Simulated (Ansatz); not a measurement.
# CuH: one species, many methods

Aim: compute CuH with functionals from several rungs and with coupled cluster. The yardstick is the atomisation energy at the CCSD(T) limit.

Computed with Ansatz 0.2.0, Gaussian basis. Level: functionals in def2-TZVPP, the program's frozen cores in correlated methods.

The runs, in order: LDA (SPW92), PBE-D4, revPBE-D4, BLYP-D4, r2SCAN-D4, B97M-V, PBE0-D4, B3LYP-D4, r2SCANh-D4, r2SCAN0-D4, HSE06-D4, BHLYP-D4, CAM-B3LYP-D4, LC-ωPBE, ωB97X-V, ωB97M-V, B2PLYP, PBE-QIDH; CCSD(T)/def2-SVP; CCSD(T)/def2-TZVPP; CCSD(T)/def2-QZVPP; extrapolation to the limit; RPA on PBE.

### 1 The relaxed structure

All runs share one geometry, relaxed beforehand with PBE0-D4 in a triple-zeta def2 set.

2 atoms, charge 0, spin multiplicity 1.

Atoms are counted from 1 here; the program's logs count them from 0.

Bond lengths: Cu1–H2 1.485 Å.

### 2 LDA

This LDA is Slater exchange with PW92 correlation.

File in.yaml:

```yaml
crystal:
  periodic: [false, false, false]
  atoms:
    - {symbol: Cu, position_ang: [-0.630596, 0.228270, -0.318784]}
    - {symbol: H, position_ang: [0.630596, -0.228270, 0.318784]}
basis:
  gaussian: {orbitals: def2-TZVPP}
hamiltonian: {xc: lda}
output: {orbitals: {seedname: orbitals}}
```

Command:

```sh
ansatz run in.yaml --threads 2 --pin off --events-out ev --progress --plain --max-ram 32768MiB --backend cpu
```

After this run come: PBE-D4 (GGA); revPBE-D4 (GGA); BLYP-D4 (GGA); r2SCAN-D4 (meta-GGA); B97M-V (meta-GGA); PBE0-D4 (hybrid); B3LYP-D4 (hybrid); r2SCANh-D4 (hybrid); r2SCAN0-D4 (hybrid); HSE06-D4 (hybrid); BHLYP-D4 (hybrid); CAM-B3LYP-D4 (range-separated); LC-ωPBE (range-separated); ωB97X-V (range-separated); ωB97M-V (range-separated); B2PLYP (double hybrid); PBE-QIDH (double hybrid); CCSD(T) in def2-SVP; CCSD(T) in def2-TZVPP; CCSD(T) in def2-QZVPP; RPA on PBE orbitals.

Q: Predict the results of all the runs planned. Wanted: atomisation energy, CCSD(T)/CBS; farthest beyond LDA; mean size of error, GGA; mean size of error, meta-GGA; mean size of error, hybrid; mean size of error, range-separated; mean size of error, double hybrid; gap, smallest and largest; T1 diagnostic.

As calculated:

| quantity | value |
| --- | --- |
| atomisation energy, CCSD(T)/CBS | 2.750 eV |
| functionals within 0.014 eV (0.5 %) | none; nearest ωB97X-V (-0.026 eV) |
| farthest beyond LDA | BHLYP-D4 (-0.272 eV) |
| mean size of error, GGA | 0.054 eV |
| mean size of error, meta-GGA | 0.068 eV |
| mean size of error, hybrid | 0.138 eV |
| mean size of error, range-separated | 0.060 eV |
| mean size of error, double hybrid | 0.138 eV |
| gap, smallest and largest | 2.54 eV (BLYP-D4), 9.45 eV (LC-ωPBE) |
| T1 diagnostic | 0.0375 |
| triples share of the correlation energy | 4.2 % |

**Reading.** The LDA atomisation energy is off by 0.501 eV (18 %): it overbinds. PBE-D4 is off by +0.036 eV. Double hybrids carry the basis error of their MP2 part in triple zeta, and no dispersion term here, so their miss is partly the set-up's. Taken by rung, GGA functionals do best (0.054 eV on average) and hybrid ones worst beyond LDA (0.138 eV). The gap between the best rungs is small, so their order is not settled. The mean of the hybrids holds BHLYP, with half exact exchange. The reference freezes the cores and leaves out relativity and excitations past (T), so misses under about 0.014 eV can't be ranked. Hartree-Fock recovers 50 % of the binding; the rest is correlation. CCSD(T) in def2-SVP is off by -0.269 eV, more than most functionals: a good method in a small basis is no reference. The gap grows from 2.5 to 9.4 eV across the functionals, mostly with the share of exact exchange. The T1 diagnostic, 0.038, is well above the customary 0.02, so CCSD(T) itself is less safe here. For Cu the d shell is correlated and the shells below it are frozen.
